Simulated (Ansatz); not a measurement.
# C2H6BN: up Jacob's ladder to CCSD(T)

How much do the methods differ for C2H6BN? The plan is to run it at one geometry with functionals of several rungs and with coupled cluster, and see how far each lands from CCSD(T) at the basis-set limit for the atomisation energy.

The runs use Ansatz 0.2.0, Gaussian basis; functionals in def2-TZVPP, the program's frozen cores in correlated methods.

Plan: LDA (SPW92), PBE-D4, revPBE-D4, BLYP-D4, r2SCAN-D4, B97M-V, PBE0-D4, B3LYP-D4, r2SCANh-D4, r2SCAN0-D4, HSE06-D4, BHLYP-D4, CAM-B3LYP-D4, LC-ωPBE, ωB97X-V, ωB97M-V, B2PLYP, PBE-QIDH; CCSD(T)/def2-SVP; CCSD(T)/def2-TZVPP; MP2/def2-QZVPP; extrapolation to the limit; RPA on PBE.

1 further run of the same task is left out (it didn't finish).

**1. The relaxed structure**

All runs share one geometry, relaxed beforehand with PBE0-D4 in a triple-zeta def2 set.

SMILES `C=NBC`, 10 atoms, charge 0, spin multiplicity 1.

Atoms are counted from 1 here; the program's logs count them from 0.

Bond lengths: C1–N2 1.240 Å, C1–H5 1.095 Å, C1–H6 1.095 Å, N2–B3 1.359 Å, B3–C4 1.573 Å, B3–H7 1.202 Å, C4–H8 1.095 Å, C4–H9 1.091 Å, C4–H10 1.095 Å. Angles: N2–C1–H5 121.6°, N2–C1–H6 121.6°, H5–C1–H6 116.8°, C1–N2–B3 180.0°, N2–B3–C4 122.2°, N2–B3–H7 116.1°, C4–B3–H7 121.8°, B3–C4–H8 109.9°, B3–C4–H9 113.8°, B3–C4–H10 110.0°, H8–C4–H9 108.4°, H8–C4–H10 105.9°, H9–C4–H10 108.4°.

**2. LDA**

This LDA is Slater exchange with PW92 correlation.

in.yaml reads:

```yaml
crystal:
  periodic: [false, false, false]
  atoms:
    - {symbol: C, position_ang: [-1.212075, 0.914999, -1.429798]}
    - {symbol: N, position_ang: [-0.383705, 0.214184, -0.829355]}
    - {symbol: B, position_ang: [0.523891, -0.554664, -0.172123]}
    - {symbol: C, position_ang: [0.741498, -0.449234, 1.382644]}
    - {symbol: H, position_ang: [-0.944003, 1.892269, -1.844364]}
    - {symbol: H, position_ang: [-2.246366, 0.585480, -1.572846]}
    - {symbol: H, position_ang: [1.153598, -1.323090, -0.848227]}
    - {symbol: H, position_ang: [0.561687, -1.422132, 1.851632]}
    - {symbol: H, position_ang: [0.102866, 0.291011, 1.867578]}
    - {symbol: H, position_ang: [1.785710, -0.200024, 1.597759]}
basis:
  gaussian: {orbitals: def2-TZVPP}
hamiltonian: {xc: lda}
output: {orbitals: {seedname: orbitals}}
```

After this run come: PBE-D4 (GGA); revPBE-D4 (GGA); BLYP-D4 (GGA); r2SCAN-D4 (meta-GGA); B97M-V (meta-GGA); PBE0-D4 (hybrid); B3LYP-D4 (hybrid); r2SCANh-D4 (hybrid); r2SCAN0-D4 (hybrid); HSE06-D4 (hybrid); BHLYP-D4 (hybrid); CAM-B3LYP-D4 (range-separated); LC-ωPBE (range-separated); ωB97X-V (range-separated); ωB97M-V (range-separated); B2PLYP (double hybrid); PBE-QIDH (double hybrid); CCSD(T) in def2-SVP; CCSD(T) in def2-TZVPP; MP2 in def2-QZVPP; RPA on PBE orbitals.

**Question.** What will the summary of the whole plan be? Wanted: atomisation energy, CCSD(T)/CBS; farthest beyond LDA; mean size of error, GGA; mean size of error, meta-GGA; mean size of error, hybrid; mean size of error, range-separated; mean size of error, double hybrid; gap, smallest and largest; T1 diagnostic.

**Answer**, as computed:

| quantity | value |
| --- | --- |
| atomisation energy, CCSD(T)/CBS | 3926.6 kJ/mol |
| functionals within 19.6 kJ/mol (0.5 %) | r2SCANh-D4, LC-ωPBE, B2PLYP, PBE-QIDH |
| farthest beyond LDA | PBE-D4 (+128.6 kJ/mol) |
| mean size of error, GGA | 72.4 kJ/mol |
| mean size of error, meta-GGA | 37.6 kJ/mol |
| mean size of error, hybrid | 43.1 kJ/mol |
| mean size of error, range-separated | 33.7 kJ/mol |
| mean size of error, double hybrid | 1.4 kJ/mol |
| gap, smallest and largest | 4.35 eV (LDA (SPW92)), 11.97 eV (LC-ωPBE) |
| T1 diagnostic | 0.0142 |
| triples share of the correlation energy | 4.1 % |

In words: LDA overbinds by 577.0 kJ/mol (15 %). PBE-D4 misses by +128.6 kJ/mol. Double hybrids carry the basis error of their MP2 part in triple zeta, and no dispersion term here, so their miss is partly the set-up's. By mean error the best rung here is double hybrid (1.4 kJ/mol) and the worst beyond LDA is GGA (72.4 kJ/mol). The reference freezes the cores and leaves out relativity and excitations past (T), so misses under about 19.6 kJ/mol can't be ranked. Hartree-Fock recovers 74 % of the binding; the rest is correlation. CCSD(T) in def2-SVP is off by -156.2 kJ/mol, worse than the median functional, from the basis alone. Orbital gaps span 4.3 to 12.0 eV; exact exchange widens them.
